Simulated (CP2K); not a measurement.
# AlClF2 (SMILES [F][Al]([F])[Cl]), step by step, part 2 of 2

CP2K 2026.2. Earlier steps stand in the parts before.

## 4. The doublet cation: energy and gradient at UHF/DZVP-MOLOPT-PBE0-GTH (core potential, admm exchange PBEX, admm type ADMM2) (run 6)

job.inp

```
&GLOBAL
    PROJECT job
    RUN_TYPE ENERGY_FORCE
    PRINT_LEVEL MEDIUM
&END GLOBAL

&FORCE_EVAL
    METHOD Quickstep
    &DFT
        BASIS_SET_FILE_NAME BASIS_MOLOPT_UZH
        BASIS_SET_FILE_NAME BASIS_ADMM_UZH
        POTENTIAL_FILE_NAME POTENTIAL_UZH
        CHARGE 1
        MULTIPLICITY 2
        LSD T
        &QS
            METHOD GPW
            EPS_DEFAULT 1.0E-10
        &END QS
        &MGRID
            CUTOFF 600
            REL_CUTOFF 50
            NGRIDS 4
        &END MGRID
        &POISSON
            PERIODIC NONE
            POISSON_SOLVER MULTIPOLE
        &END POISSON
        &SCF
            SCF_GUESS ATOMIC
            EPS_SCF 1.0E-06
            MAX_SCF 50
            &OT
                MINIMIZER DIIS
                PRECONDITIONER FULL_ALL
            &END OT
            &OUTER_SCF
                EPS_SCF 1.0E-06
                MAX_SCF 8
            &END OUTER_SCF
        &END SCF
        &XC
            &XC_FUNCTIONAL NONE
            &END XC_FUNCTIONAL
            &HF
                FRACTION 1
                &SCREENING
                    EPS_SCHWARZ 1.0E-09
                &END SCREENING
                &MEMORY
                    MAX_MEMORY 1750
                &END MEMORY
            &END HF
        &END XC
        &AUXILIARY_DENSITY_MATRIX_METHOD
            ADMM_TYPE ADMM2
            EXCH_CORRECTION_FUNC PBEX
        &END AUXILIARY_DENSITY_MATRIX_METHOD
        &PRINT
            &MOMENTS
                PERIODIC F
                REFERENCE COM
                MAX_MOMENT 1
            &END MOMENTS
            &MO_CUBES
                NLUMO 5
                NHOMO -1
                WRITE_CUBE F
            &END MO_CUBES
            &HIRSHFELD OFF
            &END HIRSHFELD
        &END PRINT
    &END DFT
    &SUBSYS
        &CELL
            ABC 9.3 9.6 9.2
            PERIODIC NONE
        &END CELL
        &COORD
            UNIT bohr
            F      1.9020282     1.2821036     2.1681395
            Al     0.0616618    -0.0453345     0.0480368
            F      0.5687509    -3.0943131    -0.2531477
            Cl    -2.5324598     1.8575441    -1.9630286
        &END COORD
        &TOPOLOGY
            &CENTER_COORDINATES
            &END CENTER_COORDINATES
        &END TOPOLOGY
        &KIND F
            BASIS_SET ORB DZVP-MOLOPT-PBE0-GTH-q7
            BASIS_SET AUX_FIT admm-dzp-q7
            POTENTIAL GTH-PBE0-q7
        &END KIND
        &KIND Al
            BASIS_SET ORB DZVP-MOLOPT-PBE0-GTH-q3
            BASIS_SET AUX_FIT admm-dzp-q3
            POTENTIAL GTH-PBE0-q3
        &END KIND
        &KIND Cl
            BASIS_SET ORB DZVP-MOLOPT-PBE0-GTH-q7
            BASIS_SET AUX_FIT admm-dzp-q7
            POTENTIAL GTH-PBE0-q7
        &END KIND
    &END SUBSYS
    &PRINT
        &FORCES ON
        &END FORCES
    &END PRINT
&END FORCE_EVAL
```

Run with:

```console
$ OMP_NUM_THREADS=2 cp2k.psmp job.inp > job.out
```

Log, shortened:

```text
CP2K| version string:                                       CP2K version 2026.2
[...]
 GLOBAL| Method name                                                        CP2K
[...]
 GLOBAL| Run type                                                   ENERGY_FORCE
[...]
 DFT| Spin unrestricted (spin-polarized) Kohn-Sham calculation               UKS
 DFT| Multiplicity                                                             2
[...]
 DFT| Charge                                                                   1
[...]
 QS| Method:                                                                 GPW
[...]
 QS| Density cutoff [a.u.]:                                                300.0
[...]
 QS| Relative density cutoff [a.u.]:                                        25.0
[...]
                             - Atoms:                                          4
[...]
                             - Spherical basis functions:                     52
[...]
 Number of electrons:                                                         12
[...]
     1 OT DIIS     0.15E+00    3.6     0.09532269       -62.4081835720 -6.24E+01
[...]
    17 OT SD       0.15E+00    3.5     0.00000081       -64.1269334617 -2.88E-10
  *** SCF run converged in    17 steps ***
[...]
  Overlap energy of the core charge distribution:               0.00000001753890
  Self energy of the core charge distribution:               -170.16078180536837
  Core Hamiltonian energy:                                     44.58656843392249
  Hartree energy:                                              73.10821285138661
  Exchange-correlation energy:                                 -0.70795196898826
  Hartree-Fock Exchange energy:                               -10.95298099023052
  Total energy:                                               -64.12693346173914
[...]
                     Mulliken Population Analysis
 #  Atom  Element  Kind  Atomic population (alpha,beta) Net charge  Spin moment
       1     F        1         3.772995     3.766023    -0.539018     0.006973
       2     Al       2         0.631956     0.655963     1.712082    -0.024007
       3     F        1         3.773081     3.765996    -0.539077     0.007085
       4     Cl       3         3.821968     2.812019     0.366013     1.009949
 # Total charge and spin       12.000000    11.000000     1.000000     1.000000
[...]
 HOMO - LUMO gap [eV] :   10.104187
[...]
 ENERGY| Total FORCE_EVAL ( QS ) energy [hartree]            -64.126933461849944
[...]
```

It took 6.7 min on 2 threads of AMD EPYC 9R45 (Zen 5), shared host; peak memory 2 GiB.

Run 7 isn't shown in full; the table further down has it.

## 5. The doublet cation: energy and gradient at UHF/DZVP-MOLOPT-PBE0-GTH (core potential, admm exchange PBEX, admm type ADMM2) (run 8)

job.inp

```
&GLOBAL
  PROJECT job
  RUN_TYPE ENERGY_FORCE
  PRINT_LEVEL MEDIUM
&END

&FORCE_EVAL
  METHOD QS
  &DFT
    BASIS_SET_FILE_NAME BASIS_MOLOPT_UZH
    BASIS_SET_FILE_NAME BASIS_ADMM_UZH
    POTENTIAL_FILE_NAME POTENTIAL_UZH
    CHARGE 1
    MULTIPLICITY 2
    UNRESTRICTED_KOHN_SHAM T
    &QS
      METHOD GPW
      EPS_DEFAULT 1.0E-10
    &END
    &MGRID
      CUTOFF 800
      REL_CUTOFF 50
      NGRIDS 4
    &END
    &POISSON
      PERIODIC NONE
      POISSON_SOLVER MULTIPOLE
    &END
    &SCF
      SCF_GUESS ATOMIC
      EPS_SCF 1.0E-06
      MAX_SCF 50
      &OT
        MINIMIZER DIIS
        PRECONDITIONER FULL_ALL
      &END
      &OUTER_SCF
        EPS_SCF 1.0E-06
        MAX_SCF 8
      &END
    &END
    &XC
      &XC_FUNCTIONAL NONE
      &END
      &HF
        FRACTION 1
        &SCREENING
          EPS_SCHWARZ 1.0E-09
        &END
        &MEMORY
          MAX_MEMORY 1750
        &END
      &END
    &END
    &AUXILIARY_DENSITY_MATRIX_METHOD
      ADMM_TYPE ADMM2
      EXCH_CORRECTION_FUNC PBEX
    &END
    &PRINT
      &MOMENTS
        PERIODIC F
        REFERENCE COM
        MAX_MOMENT 1
      &END
      &MO_CUBES
        NLUMO 5
        NHOMO -1
        WRITE_CUBE F
      &END
      &HIRSHFELD OFF
      &END
    &END
  &END
  &SUBSYS
    &CELL
      ABC 9.3 9.6 9.2
      PERIODIC NONE
    &END
    &COORD
      UNIT bohr
      F      1.9020282     1.2821036     2.1681395
      Al     0.0616618    -0.0453345     0.0480368
      F      0.5687509    -3.0943131    -0.2531477
      Cl    -2.5324598     1.8575441    -1.9630286
    &END
    &TOPOLOGY
      &CENTER_COORDINATES
      &END
    &END
    &KIND F
      BASIS_SET ORB DZVP-MOLOPT-PBE0-GTH-q7
      BASIS_SET AUX_FIT admm-dzp-q7
      POTENTIAL GTH-PBE0-q7
    &END
    &KIND Al
      BASIS_SET ORB DZVP-MOLOPT-PBE0-GTH-q3
      BASIS_SET AUX_FIT admm-dzp-q3
      POTENTIAL GTH-PBE0-q3
    &END
    &KIND Cl
      BASIS_SET ORB DZVP-MOLOPT-PBE0-GTH-q7
      BASIS_SET AUX_FIT admm-dzp-q7
      POTENTIAL GTH-PBE0-q7
    &END
  &END
  &PRINT
    &FORCES ON
    &END
  &END
&END
```

Run with:

```console
$ OMP_NUM_THREADS=2 cp2k.psmp job.inp > job.out
```

Log, shortened:

```text
CP2K| version string:                                       CP2K version 2026.2
[...]
 GLOBAL| Method name                                                        CP2K
[...]
 GLOBAL| Run type                                                   ENERGY_FORCE
[...]
 DFT| Spin unrestricted (spin-polarized) Kohn-Sham calculation               UKS
 DFT| Multiplicity                                                             2
[...]
 DFT| Charge                                                                   1
[...]
 QS| Method:                                                                 GPW
[...]
 QS| Density cutoff [a.u.]:                                                400.0
[...]
 QS| Relative density cutoff [a.u.]:                                        25.0
[...]
                             - Atoms:                                          4
[...]
                             - Spherical basis functions:                     52
[...]
 Number of electrons:                                                         12
[...]
     1 OT DIIS     0.15E+00    5.7     0.09532620       -62.4082337191 -6.24E+01
[...]
    18 OT DIIS     0.15E+00    5.6     0.00000082       -64.1270160396 -6.44E-10
  *** SCF run converged in    18 steps ***
[...]
  Overlap energy of the core charge distribution:               0.00000001753890
  Self energy of the core charge distribution:               -170.16078180536837
  Core Hamiltonian energy:                                     44.58675993205298
  Hartree energy:                                              73.10805354995925
  Exchange-correlation energy:                                 -0.70804295994610
  Hartree-Fock Exchange energy:                               -10.95300477385910
  Total energy:                                               -64.12701603962245
[...]
                     Mulliken Population Analysis
 #  Atom  Element  Kind  Atomic population (alpha,beta) Net charge  Spin moment
       1     F        1         3.773036     3.766072    -0.539108     0.006963
       2     Al       2         0.631941     0.655944     1.712114    -0.024003
       3     F        1         3.773053     3.765962    -0.539015     0.007092
       4     Cl       3         3.821970     2.812022     0.366009     1.009948
 # Total charge and spin       12.000000    11.000000     1.000000     1.000000
[...]
 HOMO - LUMO gap [eV] :   10.102956
[...]
 ENERGY| Total FORCE_EVAL ( QS ) energy [hartree]            -64.127016039575224
[...]
```

It took 11 min on 2 threads of AMD EPYC 9R45 (Zen 5), shared host; peak memory 3 GiB.

## 6. The series

| run | level | cutoff | iteration cap | partner | energy (Eh) | HOMO energy (eV) | LUMO energy (eV) | wall time |
| --- | --- | --- | --- | --- | --- | --- | --- | --- |
| 1 | HF/DZVP-MOLOPT-PBE0-GTH (core potential, admm exchange PBEX, admm type ADMM2) | 350 | 30 | base | -64.579466 | -13.75 | 1.79 | 27 s |
| 2 | UHF/DZVP-MOLOPT-PBE0-GTH (core potential, admm exchange PBEX, admm type ADMM2) | 350 | 50 | cation | -64.127176 | -21.14 | -11.04 | 2.7 min |
| 3 | HF/DZVP-MOLOPT-PBE0-GTH (core potential, admm exchange PBEX, admm type ADMM2) | 450 | 30 | base | -64.579215 | -13.75 | 1.80 | 34 s |
| 4 | UHF/DZVP-MOLOPT-PBE0-GTH (core potential, admm exchange PBEX, admm type ADMM2) | 450 | 50 | cation | -64.126932 | -21.14 | -11.04 | 3.5 min |
| 5 | HF/DZVP-MOLOPT-PBE0-GTH (core potential, admm exchange PBEX, admm type ADMM2) | 600 | 30 | base | -64.579190 | -13.75 | 1.80 | 58 s |
| 6 | UHF/DZVP-MOLOPT-PBE0-GTH (core potential, admm exchange PBEX, admm type ADMM2) | 600 | 50 | cation | -64.126933 | -21.14 | -11.04 | 6.7 min |
| 7 | HF/DZVP-MOLOPT-PBE0-GTH (core potential, admm exchange PBEX, admm type ADMM2) | 800 | 30 | base | -64.579273 | -13.75 | 1.80 | 95 s |
| 8 | UHF/DZVP-MOLOPT-PBE0-GTH (core potential, admm exchange PBEX, admm type ADMM2) | 800 | 50 | cation | -64.127016 | -21.14 | -11.04 | 11 min |

Convergence of the total energy of singlet AlClF2 with the cutoff, against the last point:

| cutoff | from the last (mEh) | wall time |
| --- | --- | --- |
| 350 Ry | -0.193 | 27 s |
| 450 Ry | +0.058 | 34 s |
| 600 Ry | +0.083 | 58 s |
| 800 Ry | +0.000 | 95 s |

Convergence of the LUMO energy of singlet AlClF2 with the cutoff, against the last point:

| cutoff | from the last (eV) | wall time |
| --- | --- | --- |
| 350 Ry | -0.0099 | 27 s |
| 450 Ry | -0.0064 | 34 s |
| 600 Ry | -0.0003 | 58 s |
| 800 Ry | +0.0000 | 95 s |

## 7. Results

The summary covers parts 1 to 2.

```
                                                              quantity         value
                                   doublet cation, run 8: total energy  -64.12702 Eh
             doublet cation, run 8: HOMO energy (highest over α and β)     -21.14 eV
              doublet cation, run 8: LUMO energy (lowest over α and β)     -11.04 eV
                                           doublet cation, run 8: ⟨S²⟩         0.759
                       doublet cation, run 8: largest force on an atom    7.235 eV/Å
vertical ionisation energy (to the doublet cation) (run 1, cutoff 350)     12.307 eV
vertical ionisation energy (to the doublet cation) (run 3, cutoff 450)     12.307 eV
vertical ionisation energy (to the doublet cation) (run 5, cutoff 600)     12.307 eV
vertical ionisation energy (to the doublet cation) (run 7, cutoff 800)     12.307 eV
```

**Reading.** For the total energy of singlet AlClF2 to stay within 0.1 mEh of the last point, 450 Ry is the first point of the series from which all later ones do (34 s against 95 s). For the LUMO energy of singlet AlClF2 to stay within 0.005 eV of the last point, 600 Ry is the first point of the series from which all later ones do (58 s against 95 s). All runs together took 28 min, the longest 11 min.
